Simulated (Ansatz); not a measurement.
**CH₈NPSSi: one species, many methods**

The task here is to estimate one member of a computed series from the others.

Computed with Ansatz 0.2.0, Gaussian basis. Level: functionals in def2-TZVPP, the program's frozen cores in correlated methods.

Plan: LDA (SPW92), PBE-D4, revPBE-D4, BLYP-D4, r2SCAN-D4, B97M-V, PBE0-D4, B3LYP-D4, r2SCANh-D4, r2SCAN0-D4, HSE06-D4, BHLYP-D4, CAM-B3LYP-D4, LC-ωPBE, ωB97X-V, ωB97M-V, B2PLYP, PBE-QIDH; CCSD(T)/def2-SVP; CCSD(T)/def2-TZVPP; MP2/def2-QZVPP; extrapolation to the limit; RPA on PBE.

## Structure used throughout

The geometry comes from an earlier relaxation with PBE0-D4 in a triple-zeta def2 set; it is a stationary point, not always the lowest conformer.

SMILES `C[SiH2]NPS`, 13 atoms, charge 0, spin multiplicity 1.

Atoms are counted from 1 here; the program's logs count them from 0.

Bond lengths: C1–Si2 1.863 Å, C1–H6 1.093 Å, C1–H7 1.092 Å, C1–H8 1.094 Å, Si2–N3 1.740 Å, Si2–H9 1.488 Å, Si2–H10 1.489 Å, N3–P4 1.693 Å, N3–H11 1.010 Å, P4–S5 2.134 Å, P4–H12 1.416 Å, S5–H13 1.345 Å. Angles: Si2–C1–H6 110.8°, Si2–C1–H7 110.8°, Si2–C1–H8 110.6°, H6–C1–H7 108.0°, H6–C1–H8 107.9°, H7–C1–H8 108.7°, C1–Si2–N3 113.6°, C1–Si2–H9 110.6°, C1–Si2–H10 109.4°, N3–Si2–H9 105.1°, N3–Si2–H10 108.4°, H9–Si2–H10 109.7°, Si2–N3–P4 127.9°, Si2–N3–H11 118.1°, P4–N3–H11 112.0°, N3–P4–S5 108.6°, N3–P4–H12 97.6°, S5–P4–H12 94.8° and more.

The first run:

The input, in.yaml:

```yaml
crystal:
  periodic: [false, false, false]
  atoms:
    - {symbol: C, position_ang: [-1.705884, -0.654276, -0.236012]}
    - {symbol: Si, position_ang: [0.087270, -1.075687, 0.045896]}
    - {symbol: N, position_ang: [0.894350, 0.009910, 1.140663]}
    - {symbol: P, position_ang: [1.786264, 1.398042, 0.759682]}
    - {symbol: S, position_ang: [0.570943, 2.679726, -0.437561]}
    - {symbol: H, position_ang: [-2.272551, -0.723551, 0.696154]}
    - {symbol: H, position_ang: [-1.809995, 0.363324, -0.618360]}
    - {symbol: H, position_ang: [-2.155337, -1.346255, -0.953760]}
    - {symbol: H, position_ang: [0.852342, -0.980703, -1.226390]}
    - {symbol: H, position_ang: [0.190866, -2.456398, 0.592790]}
    - {symbol: H, position_ang: [0.634531, -0.017539, 2.116115]}
    - {symbol: H, position_ang: [2.508666, 0.863334, -0.334996]}
    - {symbol: H, position_ang: [0.438634, 1.905175, -1.529317]}
basis:
  gaussian: {orbitals: def2-TZVPP}
hamiltonian: {xc: lda}
output: {orbitals: {seedname: orbitals}}
```

Steps of the session up to this table: LDA; PBE-D4 (GGA); revPBE-D4 (GGA); BLYP-D4 (GGA); r2SCAN-D4 (meta-GGA); B97M-V (meta-GGA); PBE0-D4 (hybrid); B3LYP-D4 (hybrid); r2SCANh-D4 (hybrid); r2SCAN0-D4 (hybrid); HSE06-D4 (hybrid); BHLYP-D4 (hybrid); CAM-B3LYP-D4 (range-separated); LC-ωPBE (range-separated); ωB97X-V (range-separated); ωB97M-V (range-separated); B2PLYP (double hybrid); PBE-QIDH (double hybrid).

One table of the session follows, with a row left open; its other results are not shown here.

It belongs to the step «Frontier levels by functional». 

```
  functional  HOMO (eV)  gap (eV)
 LDA (SPW92)          ?         ?
      PBE-D4      -6.06      5.12
   revPBE-D4      -6.00      5.17
     BLYP-D4      -5.88      5.07
   r2SCAN-D4      -6.34      5.69
      B97M-V      -6.44      5.65
     PBE0-D4      -7.29      7.22
    B3LYP-D4      -7.04      6.74
  r2SCANh-D4      -6.80      6.46
  r2SCAN0-D4      -7.45      7.55
    HSE06-D4      -6.90      6.45
    BHLYP-D4      -8.33      9.13
CAM-B3LYP-D4      -8.59      9.51
     LC-ωPBE      -9.92     12.03
     ωB97X-V      -9.58     11.53
     ωB97M-V      -9.44     11.11
```

Estimate the missing values for LDA (SPW92).

**Answer.** HOMO (eV): -6.20; gap (eV): 5.04. In the column «HOMO (eV)» it lies between r2SCAN-D4 (-6.34) and PBE-D4 (-6.06).
